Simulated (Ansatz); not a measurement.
# Ti3In (I4/mmm): charge-density difference against the sublattices from a Python script

Aim: a charge-density difference against the sublattices, for Ti3In (I4/mmm), run from a script.

All numbers are computed with Ansatz 0.2.0 through its Python package. Level of theory: DFT LDA, plane waves, PAW.

## Step 1: The structure

Symmetry: I4/mmm, No. 139, tetragonal system. Conventional cell: a = 4.089 Å, b = 4.089 Å, c = 8.735 Å, α = 90.00°, β = 90.00°, γ = 90.00°. Ti (site symmetry -4m2) is surrounded by 8 Ti at 2.89 to 2.99 Å and 4 In at 2.99 Å. Ti (site symmetry 4/mmm) has 4 In at 2.89 Å and 8 Ti at 2.99 Å as nearest neighbours. In (site symmetry 4/mmm) is surrounded by 12 Ti at 2.89 to 2.99 Å.

The script holds or builds the structure itself.

## Step 2: The code

drho_ti3in.py

```python
import ansatz
import numpy as np

vectors0 = np.array([
    [-2.04427, 2.04427, 4.367369],
    [2.04427, -2.04427, 4.367369],
    [2.04427, 2.04427, -4.367369],
])
sites = [
    ('Ti', (0.75, 0.25, 0.5)),
    ('Ti', (0.25, 0.75, 0.5)),
    ('Ti', (0.5, 0.5, 0.0)),
    ('In', (0.0, 0.0, 0.0)),
]


def build(cell):
    crystal = ansatz.Crystal(lattice=ansatz.Lattice.of(cell))
    for symbol, position in sites:
        crystal = crystal.atom(symbol, position)
    return crystal


def main() -> None:
    def solve(crystal):
        return (
            crystal.calculation()
            .functional(ansatz.Functional.LDA)
            .occupations('fermi_dirac', width=50 * ansatz.meV)
            .basis(460, grid_basis='typed')
            .kpoints(8, 8, 8)
            .density()
            .run(threads=1)
        )


    whole = solve(build(vectors0))
    difference = whole.density().channels[0].density_e_per_ang3.copy()
    binding = whole.report['free_energy_ev']
    for element in ['Ti', 'In']:
        part = ansatz.Crystal(lattice=ansatz.Lattice.of(vectors0))
        for symbol, position in sites:
            if symbol == element:
                part = part.atom(symbol, position)
        alone = solve(part)
        difference -= alone.density().channels[0].density_e_per_ang3
        binding -= alone.report['free_energy_ev']
        print(f'{element} sublattice: {alone.report["n_electrons"]:g} electrons, {alone.report["n_iterations"]} iterations')

    voxel = abs(np.linalg.det(vectors0)) / difference.size
    print(f'energy of the crystal less its unpolarised sublattices: {binding / len(sites):.4f} eV/atom')
    print(f'net charge of the difference {difference.sum() * voxel:.5f} e, charge rearranged {0.5 * np.abs(difference).sum() * voxel:.3f} e')
    print(f'extremes {difference.min():.4f} and {difference.max():.4f} e/A^3')
    for (symbol, position) in sites:
        index = tuple(int(round(p * n)) % n for p, n in zip(position, difference.shape))
        print(f'  change of the pseudo-density at the grid point nearest {symbol}: {difference[index]:+.4f} e/A^3')


if __name__ == '__main__':
    main()
```

## Step 3: The calls as engine input

The package turns the script's settings into the engine's input (first run):

```yaml
crystal:
  lattice:
    - [-2.04427, 2.04427, 4.367369]
    - [2.04427, -2.04427, 4.367369]
    - [2.04427, 2.04427, -4.367369]
  atoms:
    - { symbol: Ti, position: [0.75, 0.25, 0.5] }
    - { symbol: Ti, position: [0.25, 0.75, 0.5] }
    - { symbol: Ti, position: [0.5, 0.5, 0.0] }
    - { symbol: In, position: [0.0, 0.0, 0.0] }
basis:
  ecutwfc: 460.0
  fft_grid_basis: typed
kpoints:
  mp_grid:
    grid: [8, 8, 8]
hamiltonian:
  xc: lda
scf:
  occupations:
    method: fermi_dirac
    width: 0.05
output:
  write_density: true
```

## Step 4: The run

On the command line:

```
$ python drho_ti3in.py
```

Standard output:

```text
Ti sublattice: 36 electrons, 8 iterations
In sublattice: 13 electrons, 6 iterations
energy of the crystal less its unpolarised sublattices: -1.3551 eV/atom
net charge of the difference 0.00000 e, charge rearranged 0.549 e
extremes -0.0878 and 0.0958 e/A^3
  change of the pseudo-density at the grid point nearest Ti: -0.0368 e/A^3
  change of the pseudo-density at the grid point nearest Ti: -0.0368 e/A^3
  change of the pseudo-density at the grid point nearest Ti: -0.0358 e/A^3
  change of the pseudo-density at the grid point nearest In: +0.0684 e/A^3
```

Wall time 14 s (1 thread of Arm Neoverse V2, shared host); peak memory 0.48 GiB.

## Step 5: What changed from run to run

The engine's inputs for the other runs:

Run 2, against run 1:

```diff
@@ -10 +9,0 @@
-    - { symbol: In, position: [0.0, 0.0, 0.0] }
```

Run 3, against run 1:

```diff
@@ -7,3 +6,0 @@
-    - { symbol: Ti, position: [0.75, 0.25, 0.5] }
-    - { symbol: Ti, position: [0.25, 0.75, 0.5] }
-    - { symbol: Ti, position: [0.5, 0.5, 0.0] }
```

## Step 6: What each run gave

One row for each of the 3 runs:

```
run           system  energy (eV/atom)  volume (Å³/atom)  SCF cycles  CPU time (s)
  1  Ti3In (4 atoms)        -3202.1712             18.25           7           6.3
  2     Ti (3 atoms)        -2449.2024             24.34           8           4.6
  3      In (1 atom)        -5455.6570             73.01           6           2.2
```

Energies are free energies F = E - TS of the smeared occupations. Totals carry meaning only in balanced differences at one level of theory.

## Step 7: What came out

```
                    quantity            value
crystal less its sublattices  -1.3551 eV/atom
               runs compared                3
```

What this shows: All 3 runs converged, in 6 to 8 cycles. Spin is left out of this run. The mesh is modest for a metal, so energies can be off by several to tens of meV an atom and pressures by half a GPa or more; differences at equal mesh fare better. Densities and potentials on the grid are those of the valence electrons, and inside the cores they hang on the potentials used. This cell is a computed structure, which may not be the phase found in nature. Charge moved counts every rearrangement, bonding and polarisation too, and is no transfer between atoms; the bare sublattices are artificial references.
